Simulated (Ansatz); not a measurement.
# CH4ClNSi: the cost of one run

Method: RKS PBE-D4/def2-SVP, in Ansatz 0.2.0.

## Step 1: Starting point

Bond lengths: C1–N2 1.139 Å, C1–H3 1.060 Å, Si4–Cl5 2.016 Å, Si4–H6 1.458 Å, Si4–H7 1.457 Å, Si4–H8 1.460 Å. Angles: N2–C1–H3 179.4°, Cl5–Si4–H6 107.8°, Cl5–Si4–H7 108.3°, Cl5–Si4–H8 107.6°, H6–Si4–H7 111.5°, H6–Si4–H8 110.6°, H7–Si4–H8 110.8°.

Structure file:

```xyz
8

C    -0.0583   -0.0125   -2.5564
N    -0.1302    0.2860   -3.6528
H     0.0187   -0.2936   -1.5374
Si   -0.0844    0.0140    1.6111
Cl    1.7317   -0.0966    0.7434
H    -0.6812    1.2908    1.2369
H     0.0894   -0.0930    3.0535
H    -0.8858   -1.0953    1.1017
```

## Step 2: Relaxing the start

File input.yaml:

```yaml
crystal:
  periodic: [false, false, false]
  atoms:
    - { symbol: C, position_ang: [-0.0583, -0.0125, -2.5564] }
    - { symbol: "N", position_ang: [-0.1302, 0.286, -3.6528] }
    - { symbol: H, position_ang: [0.0187, -0.2936, -1.5374] }
    - { symbol: Si, position_ang: [-0.0844, 0.014, 1.6111] }
    - { symbol: Cl, position_ang: [1.7317, -0.0966, 0.7434] }
    - { symbol: H, position_ang: [-0.6812, 1.2908, 1.2369] }
    - { symbol: H, position_ang: [0.0894, -0.093, 3.0535] }
    - { symbol: H, position_ang: [-0.8858, -1.0953, 1.1017] }
basis:
  gaussian: { orbitals: def2-SVP }
hamiltonian:
  xc: pbe
  dispersion: d4
relax:
  f_tol: 0.02
  max_steps: 40
scf:
  lower_state_search: "off"
```

Launch:

```sh
> ansatz run input.yaml --threads 1 --pin off --max-ram 2048MiB --backend cpu --events-out ev --progress --plain --runs-dir out
```

What time and memory should one allow on 1 thread of an x86-64 CPU, shared host?

About 19 s, with a peak of 0.15 GiB.
